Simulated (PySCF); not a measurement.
# WI₄: ligand-field states, part 2 of 2

PySCF 2.14.0. Atoms count from 0. The steps go on from the part before.

## 5. Ligand-field states: state-averaged CASSCF (bond length × 1.04)

What the job is given:

```
{"job": {"kind": "lf", "basis": {"metal": "x2c-TZVPall", "ligand": "x2c-SVPall"}, "nevpt": true, "reuse": true}, "charge": 0, "metal": "W", "open_shell": "d2"}
W      0.000000     0.000000     0.000000
I      1.561155     1.561155     1.561156
I     -1.561155    -1.561155     1.561156
I     -1.561155     1.561155    -1.561156
I      1.561155    -1.561155    -1.561156
```

Method: state-averaged CASSCF of the metal d shell, SC-NEVPT2 on the averaged canonical orbitals, state-interaction spin-orbit coupling.

What it wrote:

```text
basis functions 225, electrons 286, active (2e, 5o)
start from the orbitals of the previous structure
stage 1: DIIS on the effective Fock matrix, level shift 0.30
cycle   1  E = -44582.9833307962  dE = -4.458e+04  max|g| = 6.606e+01
cycle   2  E = -44588.4778132031  dE = -5.494e+00  max|g| = 5.322e-01
cycle   3  E = -44588.6421094466  dE = -1.643e-01  max|g| = 1.153e-01
cycle   4  E = -44588.6577001573  dE = -1.559e-02  max|g| = 6.135e-02
cycle   5  E = -44588.6651721227  dE = -7.472e-03  max|g| = 4.110e-02
cycle   6  E = -44588.6664405534  dE = -1.268e-03  max|g| = 2.566e-02
cycle   7  E = -44588.6668400892  dE = -3.995e-04  max|g| = 1.415e-02
cycle   8  E = -44588.6669618400  dE = -1.218e-04  max|g| = 9.163e-03
cycle   9  E = -44588.6670076680  dE = -4.583e-05  max|g| = 4.969e-03
cycle  10  E = -44588.6670213025  dE = -1.363e-05  max|g| = 2.487e-03
...
cycle  30  E = -44588.6670266717  dE = -2.183e-10  max|g| = 3.550e-05
cycle  31  E = -44588.6670266720  dE = -2.474e-10  max|g| = 3.131e-05
cycle  32  E = -44588.6670266722  dE = -2.256e-10  max|g| = 2.694e-05
cycle  33  E = -44588.6670266724  dE = -2.183e-10  max|g| = 2.303e-05
cycle  34  E = -44588.6670266726  dE = -1.746e-10  max|g| = 1.927e-05
cycle  35  E = -44588.6670266727  dE = -1.019e-10  max|g| = 1.693e-05
cycle  36  E = -44588.6670266727  dE = -1.455e-11  max|g| = 1.581e-05
cycle  37  E = -44588.6670266728  dE = -5.093e-11  max|g| = 1.465e-05
cycle  38  E = -44588.6670266728  dE = -8.731e-11  max|g| = 1.294e-05
cycle  39  E = -44588.6670266729  dE = -7.276e-12  max|g| = 1.121e-05
cycle  40  E = -44588.6670266729  dE = -3.638e-11  max|g| = 9.966e-06
converged average energy = -44588.6670266729

 mult deg   label        CASSCF/cm-1   NEVPT2/cm-1
   3   1   3A2                 0.0           0.0
   1   2   1E               8582.2        7123.2
   3   3   3T2              7910.5        8959.9
   3   3   3T1             12094.7       12354.5
   1   1   1A1             14718.6       12593.4
   1   3   1T2             16114.0       15637.8
   1   3   1T1             17483.9       16688.4
   3   3   3T1             18922.2       18777.4
   1   2   1E              22889.9       22444.5
   1   3   1T2             25227.7       24290.5
   1   1   1A1             36866.0       31859.7

spin-orbit levels / cm-1
      0.00  x3  3A2 0.90 3T2 0.08
   5263.42  x2  1E 0.56 3T2 0.28 3T1 0.16
   9828.36  x1  3T2 1.00
   9831.61  x3  3T2 0.94 3T1 0.04
   9887.20  x3  3T2 0.76 3T1 0.11 3A2 0.09
  11056.80  x2  3T2 0.59 1E 0.33 3T1 0.08
  11582.78  x1  1A1 0.51 3T1 0.41 3T1 0.07
  12722.99  x3  3T1 0.84 3T2 0.11
  13496.22  x2  3T1 0.79 1E 0.09 3T2 0.07
  14196.57  x3  3T1 0.91 1T1 0.04 3T2 0.03
  15916.36  x1  1A1 0.49 3T1 0.40 3T1 0.08
  16064.33  x3  1T2 0.76 3T1 0.17 3T1 0.05
  17234.85  x1  1T1 0.74 3T1 0.25
  17234.86  x2  1T1 0.74 3T1 0.25
  19062.44  x1  3T1 0.83 3T1 0.16
  20360.43  x3  3T1 0.71 1T1 0.23 3T1 0.04
  21184.84  x2  3T1 0.85 1E 0.07 3T2 0.06
  21931.29  x3  3T1 0.79 1T2 0.19
  24369.91  x1  1E 0.88 3T1 0.07 3T1 0.05
  24369.93  x1  1E 0.88 3T1 0.07 3T1 0.05
  25994.40  x2  1T2 0.96
  25994.41  x1  1T2 0.96
  33866.60  x1  1A1 0.95
```

Run time: 77 s. Hardware: 1 thread of AMD EPYC 9R14, shared host; peak memory 0.79 GiB.

Warnings kept with the result: strongly covalent, metal-shell active space is small for this complex.

Key values:

| quantity | value |
| --- | --- |
| spin-orbit constant ζ | 1722 cm⁻¹ |

Powder susceptibility:

| T (K) | χT (cm³ K/mol) | μ(eff) |
| --- | --- | --- |
| 2 | 0.446 | 1.89 |
| 20 | 0.448 | 1.89 |
| 100 | 0.456 | 1.91 |
| 300 | 0.475 | 1.95 |

## 6. Ligand-field states: state-averaged CASSCF (bond length × 1.08)

What the job is given:

```
{"job": {"kind": "lf", "basis": {"metal": "x2c-TZVPall", "ligand": "x2c-SVPall"}, "nevpt": true, "reuse": true}, "charge": 0, "metal": "W", "open_shell": "d2"}
W      0.000000     0.000000     0.000000
I      1.621199     1.621199     1.621200
I     -1.621199    -1.621199     1.621200
I     -1.621199     1.621199    -1.621200
I      1.621199    -1.621199    -1.621200
```

Method: state-averaged CASSCF of the metal d shell, SC-NEVPT2 on the averaged canonical orbitals, state-interaction spin-orbit coupling.

What it wrote:

```text
basis functions 225, electrons 286, active (2e, 5o)
start from the orbitals of the previous structure
stage 1: DIIS on the effective Fock matrix, level shift 0.30
cycle   1  E = -44587.8011287246  dE = -4.459e+04  max|g| = 2.411e+01
cycle   2  E = -44588.6166328636  dE = -8.155e-01  max|g| = 1.917e-01
cycle   3  E = -44588.6427496489  dE = -2.612e-02  max|g| = 3.992e-02
cycle   4  E = -44588.6417457803  dE =  1.004e-03  max|g| = 6.495e-02
cycle   5  E = -44588.6453211138  dE = -3.575e-03  max|g| = 4.946e-02
cycle   6  E = -44588.6483624683  dE = -3.041e-03  max|g| = 2.293e-02
cycle   7  E = -44588.6488672216  dE = -5.048e-04  max|g| = 1.060e-02
cycle   8  E = -44588.6489349309  dE = -6.771e-05  max|g| = 7.165e-03
cycle   9  E = -44588.6489583072  dE = -2.338e-05  max|g| = 5.540e-03
cycle  10  E = -44588.6489748933  dE = -1.659e-05  max|g| = 4.656e-03
cycle  11  E = -44588.6489866963  dE = -1.180e-05  max|g| = 3.680e-03
cycle  12  E = -44588.6489938555  dE = -7.159e-06  max|g| = 2.853e-03
cycle  13  E = -44588.6489969744  dE = -3.119e-06  max|g| = 2.479e-03
cycle  14  E = -44588.6489990084  dE = -2.034e-06  max|g| = 2.141e-03
cycle  15  E = -44588.6490001206  dE = -1.112e-06  max|g| = 1.923e-03
cycle  16  E = -44588.6490009038  dE = -7.831e-07  max|g| = 1.731e-03
cycle  17  E = -44588.6490011366  dE = -2.328e-07  max|g| = 1.696e-03
cycle  18  E = -44588.6490013588  dE = -2.222e-07  max|g| = 1.656e-03
cycle  19  E = -44588.6490014182  dE = -5.933e-08  max|g| = 1.651e-03
cycle  20  E = -44588.6490013807  dE =  3.746e-08  max|g| = 1.638e-03
cycle  21  E = -44588.6490015015  dE = -1.208e-07  max|g| = 1.600e-03
cycle  22  E = -44588.6490014210  dE =  8.053e-08  max|g| = 1.616e-03
cycle  23  E = -44588.6490016513  dE = -2.303e-07  max|g| = 1.458e-03
cycle  24  E = -44588.6490018189  dE = -1.675e-07  max|g| = 1.390e-03
cycle  25  E = -44588.6490022928  dE = -4.740e-07  max|g| = 1.283e-03
cycle  26  E = -44588.6490027975  dE = -5.047e-07  max|g| = 1.109e-03
stage 2: quasi-Newton rotations from the point of smallest gradient
cycle  29  E = -44588.6490040679  dE = -1.270e-06  max|g| = 4.511e-04
cycle  30  E = -44588.6490043376  dE = -2.697e-07  max|g| = 9.786e-05
cycle  31  E = -44588.6490043697  dE = -3.201e-08  max|g| = 5.165e-05
cycle  32  E = -44588.6490043743  dE = -4.678e-09  max|g| = 1.246e-05
cycle  33  E = -44588.6490043752  dE = -8.658e-10  max|g| = 4.551e-06
converged average energy = -44588.6490043752

 mult deg   label        CASSCF/cm-1   NEVPT2/cm-1
   3   1   3A2                 0.0           0.0
   1   2   1E               8994.9        7508.6
   3   3   3T2              7326.1        8677.8
   3   3   3T1             11429.5       12235.6
   1   1   1A1             15227.4       13230.7
   1   3   1T2             15686.1       15573.1
   1   3   1T1             17373.8       16870.9
   3   3   3T1             18111.8       18222.2
   1   2   1E              22164.7       22170.8
   1   3   1T2             24336.6       23945.8
   1   1   1A1             36807.8       32024.4

spin-orbit levels / cm-1
      0.00  x3  3A2 0.88 3T2 0.10
   5247.29  x2  1E 0.49 3T2 0.32 3T1 0.18
   9539.44  x1  3T2 1.00
   9590.25  x3  3T2 0.71 3T1 0.13 3A2 0.10
   9658.60  x3  3T2 0.93 3T1 0.05
  11175.29  x2  3T2 0.52 1E 0.39 3T1 0.09
  12004.75  x1  3T1 0.46 1A1 0.43 3T1 0.10
  12750.92  x3  3T1 0.81 3T2 0.14
  13592.47  x2  3T1 0.76 3T2 0.10 1E 0.09
  14289.36  x3  3T1 0.88 1T1 0.05 3T2 0.04
  15953.96  x3  1T2 0.72 3T1 0.21 3T1 0.05
  16288.79  x1  1A1 0.56 3T1 0.27 3T1 0.14
  17359.15  x1  1T1 0.61 3T1 0.38
  17359.16  x2  1T1 0.61 3T1 0.38
  18596.06  x1  3T1 0.73 3T1 0.26
  20128.77  x1  3T1 0.58 1T1 0.34 3T1 0.05
  20128.78  x2  3T1 0.58 1T1 0.34 3T1 0.05
  20839.82  x2  3T1 0.84 1E 0.07 3T2 0.06
  21703.18  x3  3T1 0.75 1T2 0.23
  24251.02  x1  1E 0.88 3T1 0.07 3T1 0.05
  24251.03  x1  1E 0.88 3T1 0.07 3T1 0.05
  25808.73  x2  1T2 0.95
  25808.75  x1  1T2 0.95
  34252.61  x1  1A1 0.95
```

Wall time 66 s (1 thread of AMD EPYC 9R14, shared host); peak memory 0.78 GiB.

Warnings kept with the result: strongly covalent, metal-shell active space is small for this complex.

In short:

| quantity | value |
| --- | --- |
| spin-orbit constant ζ | 1824 cm⁻¹ |

Powder susceptibility:

| T (K) | χT (cm³ K/mol) | μ(eff) |
| --- | --- | --- |
| 2 | 0.396 | 1.78 |
| 20 | 0.398 | 1.78 |
| 100 | 0.407 | 1.80 |
| 300 | 0.428 | 1.85 |

## 7. The runs side by side

From the NEVPT2 states (cm⁻¹; the spread is that of the fitted one-electron ligand-field levels):

| step | setting | ground state | next state | orbital spread | Racah B | ζ | μ(eff), 300 K |
| --- | --- | --- | --- | --- | --- | --- | --- |
| 2 | as given | 3A2 | 1E at 6696 | 8406 | 402 | 1597 | 2.07 |
| 3 | bond length × 0.92 | 3A2 | 1E at 5715 | 9977 | 308 | 1270 | 2.33 |
| 4 | bond length × 0.96 | 3A2 | 1E at 6224 | 9151 | 358 | 1446 | 2.19 |
| 5 | bond length × 1.04 | 3A2 | 1E at 7123 | 7770 | 436 | 1722 | 1.95 |
| 6 | bond length × 1.08 | 3A2 | 1E at 7509 | 7261 | 460 | 1824 | 1.85 |

## 8. What came out

This closing draws on all 2 parts.

| quantity | value |
| --- | --- |
| spin-orbit constant ζ (step 2, state-averaged CASSCF) | 1597 cm⁻¹ |
| ground multiplicity, μ(eff) at 300 K (step 2, 4 donors at 2.60 Å) | 3, 2.07 μB |
| ground multiplicity, μ(eff) at 300 K (step 3, 4 donors at 2.39 Å) | 3, 2.33 μB |
| ground multiplicity, μ(eff) at 300 K (step 4, 4 donors at 2.50 Å) | 3, 2.19 μB |
| ground multiplicity, μ(eff) at 300 K (step 5, 4 donors at 2.70 Å) | 3, 1.95 μB |
| ground multiplicity, μ(eff) at 300 K (step 6, 4 donors at 2.81 Å) | 3, 1.85 μB |

**Reading.** In step 2 ζ is 51 % of the free ion's 3160 cm⁻¹: an effective value, diluted by mixing with the ligands. In step 2, χT goes from 0.51 at 2 K to 0.53 cm³ K/mol at 300 K: nearly flat, so one level governs the whole range. The spread of the ligand-field levels runs from 7261 cm⁻¹ (bond length × 1.08) to 9977 cm⁻¹ (bond length × 0.92); μ(eff) at 300 K: 1.85 to 2.33 μB. The bonding is strongly covalent, and an active space of the metal's shell alone is small for it, so these values are rough.
